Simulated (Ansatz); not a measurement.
# InH2+ (singlet): the correlation ladder at angle H2–In1–H3 = 90.4°, def2-TZVPP

An exercise on one series of results from a longer session: the logs are not shown, and one member is left open.

Computed with Ansatz 0.2.0, Gaussian basis. Level: def2-TZVPP, core rule «outside noble gas», up to 9 orbitals frozen.

The runs, in order: UHF; CCSD(T) on RHF; CCSD(T) on UHF; BCCD(T) on RHF; CCSDT(Q) on RHF; CCSDT(Q) on UHF; CASSCF and NEVPT2, 2 electrons in 2 orbitals; Full CI.

18 further runs of the same task are left out: 6 for a known fault of the program, 9 that didn't finish, 3 set aside as unsound or not needed.

**What is computed**

The geometry derives from a PBE0/def2-TZVP stationary point (not a proven minimum). One angle is set to the value named; bond lengths are kept. No spin-orbit coupling is included. Elements past krypton take def2 core potentials.

3 atoms, charge 1, spin multiplicity 1.

Atoms are counted from 1 here; the program's logs count them from 0.

Bond lengths: In1–H2 1.665 Å, In1–H3 1.665 Å. Angles: H2–In1–H3 90.4°.

The first run:

Contents of in.yaml:

```yaml
crystal:
  periodic: [false, false, false]
  atoms:
    - {symbol: In, position_ang: [-0.020248, 0.000000, 0.000000]}
    - {symbol: H, position_ang: [1.153250, 0.000000, -1.181719]}
    - {symbol: H, position_ang: [1.153250, 0.000000, 1.181719]}
basis:
  gaussian: {orbitals: def2-TZVPP}
total_charge: 1
magnetization: {spin_polarized: true, initial_magnetization: 0}
hamiltonian: {xc: hf}
output: {orbitals: {seedname: orbitals}}
```

Command:

```sh
> ansatz run in.yaml --threads 1 --pin off --events-out ev --progress --plain --max-ram 2393MiB
```

Among the steps run: UHF; CCSD(T) on RHF; CCSD(T) on UHF; BCCD(T) on RHF; CCSDT(Q) on RHF; CCSDT(Q) on UHF; CASSCF and NEVPT2, 2 electrons in 2 orbitals; Full CI.

One table of the session follows, with a row left open; its other results are not shown here.

| method | from FCI (meV) |
| --- | --- |
| RHF | +2195.6 |
| UHF | +2130.7 |
| RMP2 | +549.9 |
| UMP2 | +722.4 |
| RCCSD | +36.8 |
| UCCSD | +63.9 |
| RCCSD(T) | +8.9 |
| UCCSD(T) | +27.4 |
| BCCD(T) | +9.1 |
| RCCSDT | +0.6 |
| UCCSDT | +13.2 |
| RCCSDT(Q) | -0.1 |
| UCCSDT(Q) | +11.7 |
| CASSCF pair | ? |
| NEVPT2 pair | +451.7 |
| FCI | 0 |

Q: Estimate the row for CASSCF pair from the others.

As computed: from FCI (meV): +1565.7. In the column «from FCI (meV)» it lies between UMP2 (+722.4) and UHF (+2130.7).

Limits of these values: Restricted and unrestricted rows rest on different reference determinants; where their highest levels disagree by more than a few hundredths of an eV, they describe different states and don't form one ladder.
